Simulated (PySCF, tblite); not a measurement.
# C₆H₅BFO₂ radical: geometry, infrared bands and EPR parameters

Aim: predict the infrared bands and EPR parameters of C₆H₅BFO₂ radical (`OB(O)c1[c]ccc(F)c1`).

Computed with tblite 0.8.0 and PySCF 2.14.0, with density-fitted response routines of our own, on a single molecule in the gas phase. Atoms count from 0, in the outputs and in this text.

## Step 1: The starting structure

15 atoms, charge 0, multiplicity 2; geometry from: force field or distance geometry start.

Bonds of the start (Å): O0–B1 1.50, B1–O2 1.47, B1–C3 1.57, C3–C4 1.37, C4–C5 1.40, C5–C6 1.38, C6–C7 1.40, C7–F8 1.37, C7–C9 1.38, C9–C3 1.39, O0–H10 1.01, O2–H11 0.99, C5–H12 1.08, C6–H13 1.08, C9–H14 1.07.

## Step 2: Geometry optimisation with GFN2-xTB

The job: settings as JSON, then the geometry in Å.

```
{"job": {"kind": "relax", "xc": "GFN2-xTB", "basis": "xTB"}, "charge": 0, "multiplicity": 2}
O      2.758800    -0.946800     0.782100
B      1.938900    -0.606500    -0.422100
O      2.687600     0.228600    -1.379200
C      0.433400    -0.173800    -0.264200
C     -0.026400     1.029600    -0.739900
C     -1.377800     1.368700    -0.587300
C     -2.205500     0.478400     0.062100
C     -1.731900    -0.738600     0.562700
F     -2.592300    -1.591500     1.191900
C     -0.400200    -1.072700     0.396700
H      2.872000    -0.069700     1.263400
H      2.749000     1.113400    -0.946100
H     -1.778700     2.306500    -0.942700
H     -3.256200     0.693400     0.213100
H     -0.075200    -2.011100     0.787400
```

Started as:

```bash
$ OMP_NUM_THREADS=1 python probes_run.py task.json out
```

This one command runs all jobs of the session in turn.

**Question.** This job is followed by: GFN2-xTB harmonic vibrations, gas phase; UKS B3LYP, pcH-1 on B C F H O, non-relativistic, mean-field spin-orbit, GIAO. What will the session give for the following? strongest single infrared mode (GFN2-xTB); zero-point energy (GFN2-xTB); g(iso) (B3LYP); ⟨S²⟩; largest a(iso) (averaged by class); surface potential, 1st and 99th percentile.

**Answer**, as computed:

| quantity | value |
| --- | --- |
| strongest single infrared mode (GFN2-xTB) | 1252 cm⁻¹, 389 km/mol |
| zero-point energy (GFN2-xTB) | 62.2 kcal/mol |
| g(iso) (B3LYP) | 2.00230 |
| ⟨S²⟩ | 0.757 (exact 0.75) |
| largest a(iso) (averaged by class) | 13C on C4, 366.8 MHz |
| surface potential, 1st and 99th percentile | -1.04 V and 2.31 V |

Relaxing lowered the energy by 2.264 eV in 102 steps; the close pair that moved most is O0–B1, from 1.496 to 1.346 Å. No mode is imaginary among the 39: a minimum at this level. The strongest single mode, at 1252 cm⁻¹, is spread over several atoms, B1, C6, C3 among them. GFN2-xTB is a fitted tight-binding method: band positions and strengths are rough. Its intensities can rank the bands wrongly. C4 carries the largest spin population, 1.01 e. The isotropic g lies 0.0 ppt below the free-electron value.
